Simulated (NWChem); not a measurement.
# One shape, several levels: GaBr (SMILES [Ga][Br])

We compute a comparison of 6 runs (HF/def2-SVP, B3LYP/6-31G*, PBE0/def2-SVP, B3LYP/cc-pVTZ, MP2/def2-TZVP, CCSD(T)/def2-TZVP) of GaBr. 

The calculation is run with NWChem 7.3.0.

1 further run of the same task is left out (it didn't finish).

## (1) Starting point

The species is GaBr (2 atoms), meant as a singlet with charge 0. As SMILES, `[Ga][Br]`. The shape is that of a PBE0-D4/def2-TZVP optimisation.

Bond lengths: Ga1–Br2 2.374 Å.

## (2) Energy and forces at HF/def2-SVP (run 1)

Contents of sp.xyz:

```xyz
2
BrGa hf
Ga     0.000000     0.000000     0.013830
Br     0.000000     0.000000     2.388120
```

Contents of sp.nw:

```
start sp
title "BrGa hf"
memory stack 880 mb heap 220 mb global 1100 mb
charge 0
geometry noautosym nocenter noautoz
 load sp.xyz
end
basis spherical bse
 Ga library def2-SVP
 Br library def2-SVP
end
scf
 thresh 1e-08
 maxiter 80
end
task scf gradient
```

On the command line:

```
$ nwchem sp.nw > sp.out
```

Output:

```text
[...]
  functions       =    64
[...]
  wavefunction    = RHF
[...]
         Total SCF energy =  -4495.175127985168
      One-electron energy =  -6750.899563774483
      Two-electron energy =   2013.901695026952
 Nuclear repulsion energy =    241.822740762364
        Time for solution =      6.1s
[...]
                         RHF ENERGY GRADIENTS
    atom               coordinates                        gradient
                 x          y          z           x          y          z
   1 Ga      0.000000   0.000000   0.026135    0.000000   0.000000   0.003880
   2 Br      0.000000   0.000000   4.512892   -0.000000  -0.000000  -0.003880
[...]
```

Run time: 9.6 s. Hardware: 1 thread of Intel Xeon 6975P-C (Granite Rapids), shared host; peak memory 0.1 GiB.

## (3) Energy and forces at B3LYP/6-31G(d) (spherical functions) (run 2)

Contents of struct.xyz:

```xyz
2

Ga     0.000000     0.000000     0.013830
Br     0.000000     0.000000     2.388120
```

Contents of run.py:

```python
from ase.io import read
from ase.calculators.nwchem import NWChem

system = read('struct.xyz')

calc = NWChem(
    label='struct',
    theory='dft',
    memory='2200 mb',
    basis='6-31G*',
    basispar='spherical bse',
    dft={'xc': 'b3lyp', 'mult': '1', 'grid': 'xfine', 'convergence': 'energy 1e-08', 'iterations': '100', 'mulliken': None},
)
system.calc = calc

forces = system.get_forces()
print(f"energy = {system.get_potential_energy():.6f} eV")
print("forces (eV/A):")
for s, f in zip(system.symbols, forces):
    print(f"{s:2s} {f[0]:10.5f} {f[1]:10.5f} {f[2]:10.5f}")
print("dipole (e A):", system.get_dipole_moment().round(4))
```

On the command line:

```
$ export ASE_NWCHEM_COMMAND="nwchem PREFIX.nwi > PREFIX.nwo"
$ python run.py
```

Output:

```text
energy = -122412.434423 eV
forces (eV/A):
Ga   -0.00000    0.00000   -0.35867
Br    0.00000   -0.00000    0.35867
dipole (e A): [ 0.     -0.     -0.5043]
```

The calculator wrote struct.nwi:

```
title "struct"

permanent_dir struct

scratch_dir struct

start struct

geometry units angstrom nocenter noautosym noautoz
  Ga 0.0000000000000000e+00 0.0000000000000000e+00 1.3830000000000000e-02
  Br 0.0000000000000000e+00 0.0000000000000000e+00 2.3881199999999998e+00
end

memory 2200 mb

basis spherical bse noprint
   * library 6-31G*
end

dft
  xc b3lyp
  mult 1
  grid xfine
  convergence energy 1e-08
  iterations 100
  mulliken
end

task dft gradient
```

struct.nwo:

```text
Northwest Computational Chemistry Package (NWChem) 7.3.0
             --------------------------------------------------------

           Job information
           ---------------

    nwchem branch   = 7.3.0
    use scalapack   = T
    input           = struct.nwi
    prefix          = struct.
    data base       = struct/struct.db
    status          = startup
    nproc           =        1

           Memory information
           ------------------

    heap     =     72089596 doubles =      550.0 Mbytes
    stack    =     72089601 doubles =      550.0 Mbytes
    global   =    144179200 doubles =     1100.0 Mbytes (distinct from heap & stack)
    total    =    288358397 doubles =     2200.0 Mbytes
    verify   = yes
    hardfail = no

           Directory information
           ---------------------

  0 permanent = struct
  0 scratch   = struct

                                NWChem Input Module
                                -------------------

                                      struct
                                      ------

[... 60 lines left out ...]
  convergence criterion.
[... 17 lines left out ...]
          Convergence on gradient requested:  5.00D-04
[... 25 lines left out ...]
          Convergence aids based upon iterative change in
[... 28 lines left out ...]
 1-e energy   =   -6747.792651
[... 41 lines left out ...]
         Total DFT energy =    -4498.574027551357
[... 2 lines left out ...]
    Exchange-Corr. energy =     -166.402646575193
[... 512 lines left out ...]
          Convergence on energy requested:  1.00D-08
[... 23 lines left out ...]
          Spatial weights used:  Erf1
[... 4 lines left out ...]
          total energy or number of iterations.
[... 10 lines left out ...]
      Screening Tolerance Information
      -------------------------------
          Density screening/tol_rho:  1.00D-11
          AO Gaussian exp screening on grid/accAOfunc:  18
          CD Gaussian exp screening on grid/accCDfunc:  20
          XC Gaussian exp screening on grid/accXCfunc:  20
          Schwarz screening/accCoul:  1.00D-09

                            NWChem DFT Gradient Module
                            --------------------------

                                      struct

  charge          =   0.00
  wavefunction    = closed shell

                         DFT ENERGY GRADIENTS

    atom               coordinates                        gradient
                 x          y          z           x          y          z
   1 Ga      0.000000   0.000000   0.026135    0.000000  -0.000000   0.006975
   2 Br      0.000000   0.000000   4.512892   -0.000000   0.000000  -0.006975

                 ----------------------------------------
                 |  Time  |  1-e(secs)   |  2-e(secs)   |
                 ----------------------------------------
                 |  CPU   |       0.00   |       5.71   |
                 ----------------------------------------
                 |  WALL  |       0.00   |       5.71   |
                 ----------------------------------------

 Task  times  cpu:       14.2s     wall:       14.2s
 Total times  cpu:       14.2s     wall:       14.2s
```

Wall time 15 s (1 thread of Intel Xeon 6975P-C (Granite Rapids), shared host); peak memory 0.12 GiB.

Runs 3 to 5 aren't shown in full; the table further down has their settings and results.

## (4) The energy at CCSD(T)/def2-TZVP (run 6)

Contents of geom.nw:

```
start geom
title "BrGa"
memory total 2200 mb
charge 0
geometry noautosym nocenter noautoz
Ga       0.000000       0.000000       0.013830
Br       0.000000       0.000000       2.388120
end
basis spherical bse
* library def2-TZVP
end
scf
thresh 1e-08
maxiter 80
noprint "final vectors analysis"
end
ccsd
freeze core 18
maxiter 60
end
task ccsd(t) energy
```

On the command line:

```
$ nwchem geom.nw > geom.out
```

Output:

```text
[...]
  functions       =    96
[...]
  wavefunction    = RHF
[...]
         Total SCF energy =  -4495.740697001209
      One-electron energy =  -6751.719967038495
      Two-electron energy =   2014.156529274923
 Nuclear repulsion energy =    241.822740762364
        Time for solution =     27.0s
[...]
 Total MP2 energy:          -4496.209051371231908
[...]
             energy      energy      error      ampl     ampl      Block
                                                time     time      time
[...]
 Total CCSD energy:          -4496.213481546900766
[...]
 Total CCSD+T(CCSD) energy:          -4496.233850110130334
[...]
 Total CCSD(T) energy:               -4496.232155770749159
[...]
```

Run time: 2.5 min. Hardware: 1 thread of Intel Xeon 6975P-C (Granite Rapids), shared host; peak memory 0.31 GiB.

## (5) All runs side by side

| run | level | iteration cap | module | energy (Eh) | dipole moment (D) of the reference | HOMO energy (eV) | LUMO energy (eV) | wall time |
| --- | --- | --- | --- | --- | --- | --- | --- | --- |
| 1 | HF/def2-SVP | 80 | scf | -4495.175128 | 2.41 | -9.28 | 0.89 | 9.6 s |
| 2 | B3LYP/6-31G* (spherical functions) | 100 | dft | -4498.574028 | 2.42 | -7.20 | -2.05 | 15 s |
| 3 | PBE0/def2-SVP | 100 | dft | -4497.966038 | 2.24 | -7.27 | -1.74 | 9.6 s |
| 4 | B3LYP/cc-pVTZ | 100 | dft | -4499.241706 | 2.52 | -7.18 | -2.03 | 4.7 min |
| 5 | MP2/def2-TZVP | 80 | mp2 | -4496.209051 | 2.50 | -9.33 | 0.82 | 73 s |
| 6 | CCSD(T)/def2-TZVP | 80 | ccsd(t) | -4496.232156 | – | – | – | 2.5 min |

## (6) Results

```
                                           quantity           value
                                run 6: total energy  -4496.23216 Eh
run 6: correlation energy (18 core orbitals frozen)      -491.5 mEh
                              run 6: (T) correction      -18.67 mEh
```

What this shows: Over runs 1, 2, 3, 4, 5 the dipole moment (its size) runs from 2.24 D (PBE0/def2-SVP) to 2.52 D (B3LYP/cc-pVTZ). The two ends differ in method and basis. Over runs 1, 2, 3, 4 the HOMO–LUMO gap runs from 5.14 eV (B3LYP/cc-pVTZ) to 10.17 eV (HF/def2-SVP). Totals of different functionals can't be ranked against each other. All runs together took 9.1 min, the longest 4.7 min.
